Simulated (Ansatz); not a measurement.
Gd(OH)3 in a box, plane waves

Ansatz 0.2.0, DFT PBE+U, scalar-relativistic, plane waves, PAW, molecule in a box. The geometry was relaxed with Gaussian bases (PBE0; Gd lcecp-1-SVP with ECP53, O def2-SVP, H def2-SVP).

```yaml
crystal:
  lattice:
    - [13.54, 0.0, 0.0]
    - [0.0, 14.24, 0.0]
    - [0.0, 0.0, 9.14]
  atoms:
    - { symbol: Gd, position: [0.44400074, 0.49989185, 0.49234136], spin: 7.0 }
    - { symbol: O, position: [0.59686632, 0.49989185, 0.50075055] }
    - { symbol: H, position: [0.66730428, 0.49989185, 0.5076488] }
    - { symbol: O, position: [0.36756795, 0.62576896, 0.50075055] }
    - { symbol: H, position: [0.3323486, 0.68377247, 0.5076488] }
    - { symbol: O, position: [0.36756795, 0.37401404, 0.50075055] }
    - { symbol: H, position: [0.3323486, 0.31601124, 0.5076488] }
basis:
  ecutwfc: 420
  ecutrho_ratio: 4
kpoints:
  mp_grid: { grid: [1, 1, 1] }
hamiltonian:
  xc: pbe
  hubbard: { sites: [{ species: Gd, l: f, u_eff: 5.0 }] }
scf:
  occupations: { method: gaussian, width: 0.01 }
output:
  forces: true
  eigenvalues: true
  populations: true
  hubbard: { sites: [{ species: Gd, l: f }] }
magnetization:
  spin_polarized: true
```

Command:
```sh
ansatz run input.yaml --threads 2 --pin off --max-ram 5120MiB --backend cpu --events-out ev --progress --plain --runs-dir out
```
It took 5.8 s on 2 threads of AMD EPYC 9R45 96-Core Processor (Zen 5) (shared host), peak memory 1.3 GiB.

**Question.** How does the SCF go?

**Answer.** 
```
SCF iter   1: F=—  HF=-11093.452137 eV  |F-HF|=—  |Δ(HF+E_count)|=         —  Δρ=2.07e-2 (↑1.89e-2 ↓2.07e-2)
Mixer restart at iter 1: flushing history
preconditioner: auto → Resta (q_TF=auto, 1.446 Å⁻¹)  ε∞=1.2  [insulator: Δε(μ)=7.239 eV  Ē_g=11.139 eV  σ=0.010 eV  W_gap=1.00  n_
spin=Collinear: Resta preconditioning applied to the charge; magnetization (m = ρ↑ − ρ↓) channel mixes plain (no charge-response k
SCF iter   2: F=—  HF=-11085.044457 eV  |F-HF|=—  |Δ(HF+E_count)|=    8.41e0  Δρ=7.24e-3 (↑6.28e-3 ↓7.24e-3)
...
SCF iter   7: F=—  HF=-11084.606624 eV  |F-HF|=—  |Δ(HF+E_count)|=   2.42e-5  Δρ=5.39e-5 (↑5.27e-5 ↓5.39e-5)
SCF iter   8: F=—  HF=-11084.606590 eV  |F-HF|=—  |Δ(HF+E_count)|=   3.35e-5  Δρ=1.60e-5 (↑1.19e-5 ↓1.60e-5)
SCF iter   9: F=—  HF=-11084.606592 eV  |F-HF|=—  |Δ(HF+E_count)|=   2.29e-6  Δρ=7.02e-6 (↑7.02e-6 ↓6.45e-6)
SCF iter  10: F=—  HF=-11084.606592 eV  |F-HF|=—  |Δ(HF+E_count)|=   4.90e-7  Δρ=2.11e-6 (↑2.11e-6 ↓2.05e-6)
SCF iter  11: F=-11084.606592 eV  HF=-11084.606592 eV  |F-HF|=2.00e-9  |Δ(HF+E_count)|=  3.29e-10  Δρ=4.90e-7 (↑4.90e-7 ↓3.01e-7)
```

**Question.** Which levels lie next to the highest filled one (eV, counted from it)?

**Answer.** Filled: -0.66, -0.66, -0.47, -0.47, -0.44, -0.44, -0.33, -0.26, -0.22, 0.00. Empty: 3.76, 4.13, 5.30, 5.33, 5.33, 5.39, 5.39, 5.50.

**Question.** How is the f shell of Gd1 filled?

**Answer.** Natural occupations, full = 1; up: 1.00, 1.00, 1.00, 1.00, 1.00, 1.00, 1.00; down: 0.01, 0.01, 0.01, 0.01, 0.01, 0.01, 0.02; in all 7.06 e.

**Question.** What forces are left at this geometry, relaxed with Gaussian bases (eV/Å)?

**Answer.** 
```
Gd   0.01  0.00 -0.03
O   -0.27  0.00 -0.02
H    0.36  0.00  0.03
O    0.13 -0.22 -0.02
H   -0.18  0.31  0.03
O    0.13  0.22 -0.02
H   -0.18 -0.31  0.03
```

The open shells may stand above their lowest state.

The highest of the empty levels listed lie near the vacuum level and may be states of the box.

The forces come from the other functional as well as from the basis.

An lcecp potential fixes the number of 4f electrons, so in runs with it no electron can move into or out of that shell.
